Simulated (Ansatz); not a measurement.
Runs of Ansatz 0.2.0 on AgB2. Symmetry: P6/mmm, No. 191, hexagonal system. Conventional cell: a = 3.000 Å, b = 3.000 Å, c = 3.240 Å, α = 90.00°, β = 90.00°, γ = 120.00°. Around Ag (site symmetry 6/mmm) lie 12 B at 2.37 Å. Around B (site symmetry -6m2) lie 3 B at 1.73 Å. 

```csv
level,gap on the mesh (eV),pressure (GPa),relaxed volume (Å³/atom)
revPBE,none,0.0,(a)
PBE,none,0.0,10.73
BLYP,none,0.0,11.42
PBEsol,none,0.0,(b)
RPBE,none,0.0,11.03
```

Alike in all rows: task relaxation of cell and atoms; potentials or basis Ansatz PAW; no spin polarisation; cell relaxed; k mesh 10 × 10 × 8; cutoff (eV) 420; smearing fermi-dirac 0.05 eV.

**Question.** Fill in the values left out.

**Answer.** (a) 10.95; (b) 10.33.

Caveats: the volume moved by over 15 % at a fixed basis, so the end points are rough; the plane-wave basis is chosen anew once the cell has moved, so the energies of steps on either side of that aren't comparable; the PAW data sets come from PBE, with cores solved anew for the run's functional, which leaves a small shift of forces and pressure (some runs).

A k mesh can miss the band edges, and the runs leave out spin-orbit coupling on Ag.

A gap of «none» marks a metal or a gap under the smearing width.
